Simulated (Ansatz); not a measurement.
Cs3Pt in Ansatz: convergence with smearing width

The system is Cs3Pt.

```
Pt Cs
1.0
     5.77765    0.00000    0.00000
     0.00000    5.77765    0.00000
     0.00000    0.00000    5.77765
Pt Cs
1 3
Direct
  0.50000 0.50000 0.50000
  0.50000 0.00000 0.00000
  0.00000 0.50000 0.00000
  0.00000 0.00000 0.50000
```

The cell comes from a database or a generator and needn't be the stable form of this composition.

- Program: Ansatz 0.2.0
- Task: convergence study
- Functional: r2SCAN
- Potentials or basis: Ansatz PAW
- Cutoff: 500 eV (not typed: the program's choice for these potentials)
- k mesh: 4 × 4 × 4
- Occupations: gaussian, width 0.3 eV
- Spin: spin-orbit coupling, no magnetisation

These are the settings of the first run; the series varies smearing width, with any setting tied to it.

Hardware: 2 threads of Arm Neoverse V2 (shared host).

```csv
smearing width,"energy less the tightest run, at zero smearing (meV/atom)",SCF cycles,CPU time (s),peak memory (GiB)
0.3 eV,-0.92,12,90,1.3
0.2 eV,-0.71,12,76,1.3
0.15 eV,-0.59,12,75,1.3
0.1 eV,-0.55,12,77,1.3
0.05 eV,-0.37,14,80,1.3
0.025 eV,-0.17,13,77,1.3
0.01 eV,-0.04,13,80,1.3
0.005 eV,0.00,13,81,1.3
```

Against the tightest run, the energy stays within 1 meV/atom from 0.3 eV on. Narrower smearing needs a denser k mesh, so at a fixed mesh the narrowest width isn't the most accurate. The tightest run that finished is the yardstick and may itself not be fully converged.
